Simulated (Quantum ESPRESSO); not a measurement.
**MgSi: equation of state with PBE**

Crystal: MgSi.

```
Si Mg
1.0
     2.90839    0.00000    0.00000
     0.00000    2.90839    0.00000
     0.00000    0.00000    4.10343
Si Mg
1 1
Cartesian
  1.4542 1.4542 2.0517
  0.0000 0.0000 0.0000
```

The cell comes from a database or a generator and needn't be the stable form of this composition.

* Program: Quantum ESPRESSO 7.5
* Task: equation of state
* Functional: PBE
* Potentials or basis: SSSP 1.3 efficiency PBE
* Cutoff: 748 eV
* Density cutoff: 5987 eV
* k mesh: 9 × 9 × 7
* Occupations: fermi-dirac, width 0.05 eV
* Spin: no spin polarisation
* Mixing beta: 0.5
* Most SCF iterations: 120
* SCF threshold: 4e-10 Ry

| Quantity | Value |
| --- | --- |
| Equilibrium volume | 17.32 Å³/atom |
| Bulk modulus at fixed shape and positions | 63 GPa |
| Pressure derivative of the bulk modulus | 4.2 |

Energy against volume, from the lowest point:
```
volume (Å³/atom)  energy (meV/atom)
          16.314              12.70
          16.661               5.25
          17.008               1.13
          17.355               0.00
          17.702               1.58
          18.049               5.59
          18.396              11.79
```

All runs of the series together: 82 s on 1 thread of Arm Neoverse V2, with other jobs on the host.

Caveat: the cell was scaled at fixed shape and fractional positions, which overstates the stiffness of a crystal with free parameters, most of all of layers and chains.
